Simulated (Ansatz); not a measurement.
# InSe: the cost of one run

Method: DFT PBE, scalar-relativistic, plane waves, PAW, in Ansatz 0.2.0.

## Step 1: The system as given

Symmetry: P6_3/mmc, No. 194, hexagonal system. The conventional cell has a = 4.050 Å, b = 4.050 Å, c = 16.930 Å, α = 90.00°, β = 90.00°, γ = 120.00°. Around In (site symmetry 3m) lie 3 Se at 2.52 Å. Se (site symmetry 3m) has 3 In at 2.52 Å as nearest neighbours.

Structure file:

```cif
data_structure
_symmetry_space_group_name_H-M 'P6_3/mmc'
_symmetry_Int_Tables_number 194
_cell_length_a 4.0500
_cell_length_b 4.0500
_cell_length_c 16.9300
_cell_angle_alpha 90.000
_cell_angle_beta 90.000
_cell_angle_gamma 120.000
_cell_volume 240.49
loop_
_atom_site_label
_atom_site_type_symbol
_atom_site_symmetry_multiplicity
_atom_site_Wyckoff_symbol
_atom_site_fract_x
_atom_site_fract_y
_atom_site_fract_z
_atom_site_occupancy
In1 In 4 f 0.33333 0.66667 0.15700 1
Se1 Se 4 f 0.33333 0.66667 0.60200 1
```

The runs take a perfect supercell of 32 atoms; the defect goes to fractional position (0.167, 0.333, 0.157).

## Step 2: The perfect supercell

Contents of input.yaml:

```yaml
crystal:
  lattice:
    - [8.1, 0.0, 0.0]
    - [-4.05, 7.014806, 0.0]
    - [0.0, 0.0, 16.93]
  atoms:
    - { symbol: In, position: [0.166667, 0.333333, 0.157] }
    - { symbol: In, position: [0.166667, 0.833333, 0.157] }
    - { symbol: In, position: [0.666667, 0.333333, 0.157] }
    - { symbol: In, position: [0.666667, 0.833333, 0.157] }
    - { symbol: In, position: [0.333333, 0.166667, 0.657] }
    - { symbol: In, position: [0.333333, 0.666667, 0.657] }
    - { symbol: In, position: [0.833333, 0.166667, 0.657] }
    - { symbol: In, position: [0.833333, 0.666667, 0.657] }
    - { symbol: In, position: [0.166667, 0.333333, 0.343] }
    - { symbol: In, position: [0.166667, 0.833333, 0.343] }
    - { symbol: In, position: [0.666667, 0.333333, 0.343] }
    - { symbol: In, position: [0.666667, 0.833333, 0.343] }
    - { symbol: In, position: [0.333333, 0.166667, 0.843] }
    - { symbol: In, position: [0.333333, 0.666667, 0.843] }
    - { symbol: In, position: [0.833333, 0.166667, 0.843] }
    - { symbol: In, position: [0.833333, 0.666667, 0.843] }
    - { symbol: Se, position: [0.166667, 0.333333, 0.602] }
    - { symbol: Se, position: [0.166667, 0.833333, 0.602] }
    - { symbol: Se, position: [0.666667, 0.333333, 0.602] }
    - { symbol: Se, position: [0.666667, 0.833333, 0.602] }
    - { symbol: Se, position: [0.333333, 0.166667, 0.102] }
    - { symbol: Se, position: [0.333333, 0.666667, 0.102] }
    - { symbol: Se, position: [0.833333, 0.166667, 0.102] }
    - { symbol: Se, position: [0.833333, 0.666667, 0.102] }
    - { symbol: Se, position: [0.166667, 0.333333, 0.898] }
    - { symbol: Se, position: [0.166667, 0.833333, 0.898] }
    - { symbol: Se, position: [0.666667, 0.333333, 0.898] }
    - { symbol: Se, position: [0.666667, 0.833333, 0.898] }
    - { symbol: Se, position: [0.333333, 0.166667, 0.398] }
    - { symbol: Se, position: [0.333333, 0.666667, 0.398] }
    - { symbol: Se, position: [0.833333, 0.166667, 0.398] }
    - { symbol: Se, position: [0.833333, 0.666667, 0.398] }
basis:
  ecutwfc: 420
  fft_grid_basis: typed
kpoints:
  mp_grid: { grid: [3, 3, 1] }
hamiltonian:
  xc: pbe
  pseudopotentials: { kind: paw }
scf:
  occupations: { method: gaussian, width: 0.05 }
output:
  forces: true
  stress: false
  eigenvalues: true
  bader: false
  write_density: true
  volumetric_format: npy
```

Launch:

```sh
ansatz run input.yaml --threads 4 --pin off --max-ram 10240MiB --backend cpu --events-out ev --progress --plain --runs-dir out
```

Q: Estimate wall time and peak memory on 4 threads of Intel Xeon 6975P-C (Granite Rapids), shared host.

About 6.8 s, with a peak of 3.7 GiB.
